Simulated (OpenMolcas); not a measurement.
# Pd²⁺ among point charges: CASSCF and CASPT2 levels and susceptibility

Aim: the splitting of the states of Pd²⁺ in the field of 4 point charges, its lowest levels with spin-orbit coupling and its magnetic susceptibility.

Method: state-averaged CASSCF and CASPT2, spin-orbit coupling by RASSI with atomic mean-field integrals. Code: OpenMolcas 26.06.

## 1. The system

| Item | Value |
| --- | --- |
| Species | Pd²⁺ (palladium, Z = 46, 44 electrons) |
| Basis | ANO-RCC-VDZP [6s5p3d1f], 43 functions |
| Scalar Hamiltonian | DKH2, point nucleus |
| Inactive shells | 1s 2s 2p 3s 3p 3d 4s 4p |
| Active space | 8 electrons in 5 orbitals (4d) |
| Some configurations of this space | 4d⁸ |
| Orbitals | optimised for each spin and parity, averaged over all roots |

The outer shells:

4d8
```
4d [↑↓][↑↓][↑↓][↑ ][↑ ]
```

The ion sits among 4 point charges of -0.8 e arranged as a square (D4h), 1.88 Å from the ion.

The work runs as a chain of OpenMolcas steps in one folder; each step below is one input file. Labels, J, g values, rates, χT and fits are worked out afterwards by a script from the matrices that RASSI stores. The input lists half of the charges; inversion (Group=XYZ) makes the rest.

## 2. GATEWAY and SEWARD: basis and integrals

File a.inp:

```
&GATEWAY
Coord
1

Pd 0.0 0.0 0.0
Basis=ANO-RCC-VDZP
Group=XYZ
NoMove
AngMom=0.0 0.0 0.0
AMFI
XField
2 Angstrom 0
1.880000 0.000000 0.000000 -0.800000
0.000000 1.880000 0.000000 -0.800000
&SEWARD
```

Command:

```sh
> OMP_NUM_THREADS=1 MOLCAS_MEM=1689 MOLCAS_PROJECT=a pymolcas a.inp > a.log
```

Log:

```text
Basis set label: PD.ANO-RCC...6S5P3D1F.

      Electronic valence basis set:
      ------------------
      Associated Effective Charge  46.000000 au
      Associated Actual Charge     46.000000 au
      Nuclear Model: Point charge

      Shell  nPrim  nBasis  Cartesian Spherical Contaminant
         s      21       6        X
         p      18       5        X
         d      13       3                 X
         f       6       1                 X
                  Relativistic Douglas-Kroll-Hess integrals:
                    - DKH order of Hamiltonian: 2
                    - DKH order of Properties : 0
                  Atomic mean-field integrals
```

## 3. Reference wave functions, triplets of even parity, 10 roots

File a.inp:

```
&RASSCF
FileOrb=start.orb
Symmetry=1
Spin=3
nActEl=8 0 0
Inactive=9 9
Ras2=5 0
CIRoot=10 10 1
SDav=10
CIMx=300
Iter=120 100
PrWF=0.3
OrbListing=Nothing
MaxOrb=0
>>> COPY $Project.JobIph JOB001
```

Command:

```sh
> OMP_NUM_THREADS=1 MOLCAS_MEM=1689 MOLCAS_PROJECT=a pymolcas a.inp > a.log
```

start.orb holds the contracted functions of the basis, ordered by shell, or the orbitals of the step before.

Log (excerpt; [...] marks lines left out):

```text
[...]
      Number of active orbitals                  5
[...]
      Spin quantum number                      1.0
[...]
      Active orbitals                            5   0
[...]
      Number of CSFs                            10
      Number of root(s) required                10
[...]
      Convergence after 10 iterations
[...]
      Natural orbitals and occupation numbers for root  1
      sym 1:   1.084711   2.000000   1.915289   1.915289   1.084711
      Natural orbitals and occupation numbers for root  2
      sym 1:   1.915289   1.084711   2.000000   1.915289   1.084711
      Natural orbitals and occupation numbers for root  3
      sym 1:   2.000000   2.000000   1.000000   2.000000   1.000000
::    RASSCF root number  1 Total energy:  -5042.84713666
::    RASSCF root number  2 Total energy:  -5042.84713666
::    RASSCF root number  3 Total energy:  -5042.84549016
[...]
::    RASSCF root number  7 Total energy:  -5042.82291984
::    RASSCF root number  8 Total energy:  -5042.77655682
::    RASSCF root number  9 Total energy:  -5042.74393528
::    RASSCF root number 10 Total energy:  -5042.74393528
```

## 4. Reference wave functions, singlets of even parity, 15 roots

File a.inp:

```
&RASSCF
FileOrb=start.orb
Symmetry=1
Spin=1
nActEl=8 0 0
Inactive=9 9
Ras2=5 0
CIRoot=15 15 1
SDav=15
CIMx=300
Iter=120 100
PrWF=0.3
OrbListing=Nothing
MaxOrb=0
>>> COPY $Project.JobIph JOB002
```

Log (excerpt; [...] marks lines left out):

```text
[...]
      Number of active orbitals                  5
[...]
      Spin quantum number                      0.0
[...]
      Active orbitals                            5   0
[...]
      Number of CSFs                            15
      Number of root(s) required                15
[...]
      Convergence after  7 iterations
[...]
      Natural orbitals and occupation numbers for root  1
      sym 1:   1.999928   1.931054   1.940673   1.940673   0.187671
      Natural orbitals and occupation numbers for root  2
      sym 1:   1.000000   2.000000   2.000000   2.000000   1.000000
      Natural orbitals and occupation numbers for root  3
      sym 1:   1.812915   1.187085   2.000000   1.812915   1.187085
::    RASSCF root number  1 Total energy:  -5042.81391533
::    RASSCF root number  2 Total energy:  -5042.79396846
::    RASSCF root number  3 Total energy:  -5042.78654099
[...]
::    RASSCF root number 12 Total energy:  -5042.71403614
::    RASSCF root number 13 Total energy:  -5042.71403614
::    RASSCF root number 14 Total energy:  -5042.71091996
::    RASSCF root number 15 Total energy:  -5042.61117967
```

## 5. RASSI: spin-orbit coupling between the states

File a.inp:

```
&RASSI
NrOfJobIphs=2 10 15
1 2 3 4 5 6 7 8 9 10
1 2 3 4 5 6 7 8 9 10 11 12 13 14 15
IphNames
JOB001
JOB002
EJob
SpinOrbit
DIPRint=1.0
SOCoupling=1000.0
Subsets=2
Property=9
'ANGMOM' 1 'ANGMOM' 2 'ANGMOM' 3 'MLTPL  1' 1 'MLTPL  1' 2 'MLTPL  1' 3
'AMFI' 1 'AMFI' 2 'AMFI' 3
SOProperty=3
'ANGMOM' 1 'ANGMOM' 2 'ANGMOM' 3
```

Log (excerpt; [...] marks lines left out):

```text
SPIN-FREE ENERGIES:
  (Shifted by EMIN (a.u.) =      -5042.8471366640)
 SF State       Relative EMIN(au)   Rel lowest level(eV)    D:o, cm**(-1)      L_eff
     1             0.0000000000        0.0000000000              0.0000         3.0
     2             0.0000000000        0.0000000000              0.0000         3.0
     3             0.0016465086        0.0448037806            361.3669         3.0
     4             0.0060085198        0.1635001537           1318.7177         2.4
     5             0.0239472563        0.6516380418           5255.8153         2.9
     6             0.0239472563        0.6516380418           5255.8153         2.9
     7             0.0242168233        0.6589733338           5314.9784         3.0
    11             0.0332213306        0.9039984585           7291.2393         3.1
    12             0.0531682020        1.4467804795          11669.0715         4.0
    13             0.0605956714        1.6488922194          13299.2126         2.4
[...]
Eigenvalues of complex Hamiltonian:
   -----------------------------------
  (Shifted by EMIN (a.u.) =      -5042.8471366640)
 SO State       Relative EMIN(au)   Rel lowest level(eV)    D:o, cm**(-1)     J-value
     1            -0.0103171300        0.0000000000              0.0000         2.0
     2            -0.0094105082        0.0246704367            198.9805         1.7
     3            -0.0077846155        0.0689132318            555.8227         3.1
     4            -0.0077846155        0.0689132317            555.8227         3.1
     5            -0.0068039087        0.0955996236            771.0630         3.4
     6            -0.0004092692        0.2696066288           2174.5241         3.0
     7             0.0018344950        0.3306625613           2666.9734         2.8
     8             0.0018344950        0.3306625612           2666.9734         2.8
     9             0.0039667625        0.3886845156           3134.9520         2.4
    10             0.0074405610        0.4832113901           3897.3627         1.7
    11             0.0074405610        0.4832113901           3897.3627         1.7
[...]
```

These steps: 4.3 s of run time, 1 thread of Arm Neoverse V2, shared host.

States without spin-orbit coupling:

```csv
state,degeneracy,E (cm-1),free-ion L (%)
3E,2,0,F (97)
3B1,1,361,F (100)
3A2,1,1319,F (64)
3E,2,5256,F (95)
3B2,1,5315,F (100)
1A1,1,7291,D (49)
1A2,1,11669,G (100)
1E,2,13299,D (83)
1B1,1,13695,D (83)
1A1,1,15317,G (56)
3A2,1,15490,P (64)
1B2,1,17785,D (91)
1E,2,20709,G (90)
3E,2,22650,P (93)
1B1,1,26493,G (83)
1B2,1,27010,G (91)
1E,2,29212,G (93)
1A1,1,29896,G (96)
1A1,1,51787,S (95)
```

With spin-orbit coupling:

```json
{"E (cm-1)": "0.0", "Degeneracy": "1", "Label": "A1", "2S+1": "3", "g": ""}
{"E (cm-1)": "199.0", "Degeneracy": "1", "Label": "A2", "2S+1": "3", "g": ""}
{"E (cm-1)": "555.8", "Degeneracy": "2", "Label": "E", "2S+1": "3", "g": "0.00 0.00 4.17"}
{"E (cm-1)": "771.1", "Degeneracy": "1", "Label": "B2", "2S+1": "3", "g": ""}
{"E (cm-1)": "2175", "Degeneracy": "1", "Label": "A1", "2S+1": "3", "g": ""}
{"E (cm-1)": "2667", "Degeneracy": "2", "Label": "E", "2S+1": "3", "g": "0.00 0.00 0.04"}
{"E (cm-1)": "3135", "Degeneracy": "1", "Label": "B1", "2S+1": "3", "g": ""}
{"E (cm-1)": "3897", "Degeneracy": "2", "Label": "E", "2S+1": "3", "g": "0.00 0.00 2.80"}
{"E (cm-1)": "4955", "Degeneracy": "1", "Label": "B2", "2S+1": "3", "g": ""}
{"E (cm-1)": "5568", "Degeneracy": "1", "Label": "B1", "2S+1": "3", "g": ""}
{"E (cm-1)": "6451", "Degeneracy": "2", "Label": "E", "2S+1": "3", "g": "0.00 0.00 0.19"}
{"E (cm-1)": "7448", "Degeneracy": "1", "Label": "A1", "2S+1": "3", "g": ""}
{"E (cm-1)": "7763", "Degeneracy": "1", "Label": "B2", "2S+1": "3", "g": ""}
{"E (cm-1)": "7817", "Degeneracy": "1", "Label": "A2", "2S+1": "3", "g": ""}
{"E (cm-1)": "8936", "Degeneracy": "2", "Label": "E", "2S+1": "3", "g": "0.00 0.00 0.77"}
{"E (cm-1)": "9410", "Degeneracy": "1", "Label": "B1", "2S+1": "3", "g": ""}
{"E (cm-1)": "10858", "Degeneracy": "1", "Label": "A1", "2S+1": "1", "g": ""}
{"E (cm-1)": "14141", "Degeneracy": "1", "Label": "A2", "2S+1": "1", "g": ""}
{"E (cm-1)": "15042", "Degeneracy": "2", "Label": "E", "2S+1": "1", "g": "0.00 0.00 2.11"}
{"E (cm-1)": "16181", "Degeneracy": "1", "Label": "B1", "2S+1": "1", "g": ""}
{"E (cm-1)": "17463", "Degeneracy": "1", "Label": "A1", "2S+1": "3", "g": ""}
{"E (cm-1)": "18307", "Degeneracy": "1", "Label": "A1", "2S+1": "1", "g": ""}
{"E (cm-1)": "18773", "Degeneracy": "2", "Label": "E", "2S+1": "3", "g": "0.00 0.00 2.54"}
{"E (cm-1)": "19376", "Degeneracy": "1", "Label": "B2", "2S+1": "1", "g": ""}
```

Principal g values are given for doublets only; a zero marks a field direction without first-order Zeeman splitting.

Powder χT (cm³ K/mol): 0.04 at 2 K, 0.10 at 5 K, 0.20 at 10 K, 0.40 at 20 K, 0.99 at 50 K, 1.81 at 100 K, 2.33 at 150 K, 2.64 at 200 K, 2.84 at 250 K, 2.97 at 300 K.

## 6. CASPT2: IPEA 0.25, imaginary shift 0.1 (closed shells correlated: 4s 4p)

File a.inp:

```
>>> COPY JOB001 $Project.JobIph
&CASPT2
Multistate=10 1 2 3 4 5 6 7 8 9 10
NoMult
Frozen=8 6
IPEA=0.25
Imaginary=0.1
MaxIter=60
WThr=0.0 0.3 0.05
PrWF=0.5
NoMix
>>> COPY JOB002 $Project.JobIph
&CASPT2
Multistate=15 1 2 3 4 5 6 7 8 9 10 11 12 13 14 15
NoMult
Frozen=8 6
IPEA=0.25
Imaginary=0.1
MaxIter=60
WThr=0.0 0.3 0.05
PrWF=0.5
NoMix
```

Command:

```sh
> OMP_NUM_THREADS=1 MOLCAS_MEM=1689 MOLCAS_PROJECT=a pymolcas a.inp > a.log
```

Log (excerpt; [...] marks lines left out):

```text
[...]
      Active orbitals                            5   0
[...]
      E2 (Variational):          -0.3481419610
      Total energy:           -5043.1952786250
[...]
::    CASPT2 Root  1     Total energy:  -5043.19527862
::    CASPT2 Root  2     Total energy:  -5043.19527862
[...]
::    CASPT2 Root 12     Total energy:  -5043.06606774
::    CASPT2 Root 13     Total energy:  -5043.06606773
::    CASPT2 Root 14     Total energy:  -5043.06260969
::    CASPT2 Root 15     Total energy:  -5042.98736087
```

Time for this run: 1.4 s (1 thread of Arm Neoverse V2, shared host).

SS-CASPT2: lowest energy less the reference's lowest, -0.3481 hartree; reference weights 0.924 to 0.932.

Spin-free states, with their symmetry labels:

```csv
state,degeneracy,E (cm-1),free-ion L (%)
3E,2,0,F (97)
3A2,1,426,F (64)
3B1,1,915,F (100)
3E,2,5427,F (95)
3B2,1,6291,F (100)
1A1,1,6295,D (49)
1A2,1,10095,G (100)
1E,2,11097,D (83)
1B1,1,12215,D (83)
3A2,1,14786,P (64)
1A1,1,15036,G (56)
1B2,1,16416,D (91)
1E,2,19110,G (90)
3E,2,21578,P (93)
1B1,1,25381,G (83)
1B2,1,25731,G (91)
1E,2,28359,G (93)
1A1,1,29117,G (96)
1A1,1,45633,S (95)
```

With spin-orbit coupling:

```csv
E (cm-1),Degeneracy,Label,2S+1,g
0,1,A1,3,
250,1,A2,3,
750,2,E,3,0.00 0.00 2.76
1160,1,B2,3,
1480,1,A1,3,
2350,2,E,3,0.00 0.00 0.70
3200,1,B1,3,
3990,2,E,3,0.00 0.00 4.35
5230,1,B2,3,
6170,1,B1,3,
6840,2,E,3,0.00 0.00 0.08
7370,1,A1,3,
7970,1,B2,3,
8030,1,A2,3,
9330,2,E,3,0.00 0.00 1.24
9870,1,B1,3,
10160,1,A1,1,
12670,1,A2,1,
13590,2,E,1,0.00 0.00 1.59
15000,1,B1,1,
16930,1,A1,3,
17800,2,E,3,0.00 0.00 2.79
17980,1,A1,1,
18170,1,B2,1,
```

Powder χT (cm³ K/mol): 0.03 at 2 K, 0.08 at 5 K, 0.15 at 10 K, 0.30 at 20 K, 0.76 at 50 K, 1.45 at 100 K, 1.95 at 150 K, 2.30 at 200 K, 2.53 at 250 K, 2.70 at 300 K.

## 7. The methods side by side

A. CASSCF
B. SS-CASPT2, IPEA 0.25, imaginary shift 0.1 (closed shells correlated: 4s 4p)

```csv
method,ground state,first state of that spin (cm-1),first gap with spin-orbit (cm-1),χT at 300 K
A,3E,3B1 361.4,199.0,2.97
B,3E,3A2 426.2,250.7,2.70
```

## 8. Summary of results

```
                                            quantity                                                                        value
                                              method  SS-CASPT2, IPEA 0.25, imaginary shift 0.1 (closed shells correlated: 4s 4p)
                              spin-free ground state                                               3E, 2-fold in its orbital part
first state of the same spin within the active space                                                              3A2 at 426 cm⁻¹
                                        lowest level                                                                    1-fold A1
                                          next level                                                                   250.7 cm⁻¹
                                         χT at 300 K                                                               2.70 cm³ K/mol
                           effective moment at 300 K                                                                      4.65 μB
```

Cost by method:

```csv
method,time of its own steps,time with the reference
A. CASSCF,4.3 s,4.3 s
"B. SS-CASPT2, IPEA 0.25, imaginary shift 0.1, +4s 4p",1.4 s,5.7 s
```

Times are of one thread on a shared host.

In words: The spin-free ground state (3E) comes to 97 % from free-ion F terms and keeps the highest spin of the shell. χT at 300 K is 2.70, against 1.00 cm³ K/mol for the spin alone, so orbital moment adds to it. The field of point charges can differ much from that of real complexes. Point charges carry no covalency, so the field is a model and not that of real ligands.
